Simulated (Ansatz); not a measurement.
Set up this calculation in Ansatz 0.2.0, as the native input.

- Task: relaxation of cell and atoms
- Functional: LDA
- Potentials or basis: Ansatz PAW
- Cutoff: 420 eV (not typed: the program's choice for these potentials)
- k mesh: 7 × 7 × 2
- Occupations: fermi-dirac, width 0.05 eV
- Spin: no spin polarisation

Ge2Sb2Te5:

```
CELL_PARAMETERS angstrom
4.29406 0.00000 0.00000
-2.14703 3.71877 0.00000
0.00000 0.00000 17.10135
ATOMIC_POSITIONS crystal
Te 0.66667 0.33333 0.41989
Te 0.33333 0.66667 0.58011
Te 0.33333 0.66667 0.20154
Te 0.66667 0.33333 0.79846
Te 0.00000 0.00000 0.00000
Sb 0.00000 0.00000 0.32007
Sb 0.00000 0.00000 0.67993
Ge 0.66667 0.33333 0.10290
Ge 0.33333 0.66667 0.89711
```

The cell comes from a database or a generator and needn't be the stable form of this composition.

These files were run (other wordings do the same):

input.yaml

```yaml
crystal:
  lattice:
    - [4.2940644248, 0.0, 0.0]
    - [-2.1470322124, 3.7187688774, 0.0]
    - [0.0, 0.0, 17.101346]
  atoms:
    - { symbol: Te, position: [0.6666666667, 0.3333333333, 0.419892] }
    - { symbol: Te, position: [0.3333333333, 0.6666666667, 0.580108] }
    - { symbol: Te, position: [0.3333333333, 0.6666666667, 0.201542] }
    - { symbol: Te, position: [0.6666666667, 0.3333333333, 0.798458] }
    - { symbol: Te, position: [0.0, 0.0, 0.0] }
    - { symbol: Sb, position: [0.0, 0.0, 0.320068] }
    - { symbol: Sb, position: [0.0, 0.0, 0.679932] }
    - { symbol: Ge, position: [0.6666666667, 0.3333333333, 0.102895] }
    - { symbol: Ge, position: [0.3333333333, 0.6666666667, 0.897105] }
hamiltonian:
  xc: lda
  pseudopotentials: { kind: paw }
kpoints:
  mp_grid: { grid: [7, 7, 2] }
scf:
  occupations: { method: fermi_dirac, width: 0.05 }
output:
  forces: true
  stress: true
  eigenvalues: true
relax:
  f_tol: 0.01
  max_steps: 40
  cell: { stress_tol: 0.05 }
```

Potentials or basis: Ansatz PAW.

Command:

```bash
$ ansatz run input.yaml --threads 4 --pin off --max-ram 11264MiB --backend cpu --events-out ev --progress --plain --runs-dir out
```

Results of the run:

The relaxed volume is 28.26 Å³/atom and the relaxed cell is a = 4.195 Å, b = 4.195 Å, c = 16.694 Å, α = 90.00°, β = 90.00°, γ = 120.00°. The space group after relaxing (to 0.05 Å) is P-3m1 (No. 164). The energy gained by relaxing is 23.2 meV/atom and the ionic steps are 6. The pressure after relaxing is 0.0 GPa. The band gap on the k mesh is 0.07 eV, direct.

Caveat: odd divisions of the mesh miss points on the zone boundary, where band edges often lie, so the gap on the mesh can be too wide; the plane-wave basis is chosen anew once the cell has moved, so the energies of steps on either side of that aren't comparable; spin-orbit coupling is left out, which moves the levels of the heavy elements; the PAW data sets come from PBE, with cores solved anew for the run's functional, which leaves a small shift of forces and pressure.

It took 36 s on 4 threads of Arm Neoverse V1, on a shared host, peak memory 0.98 GiB.
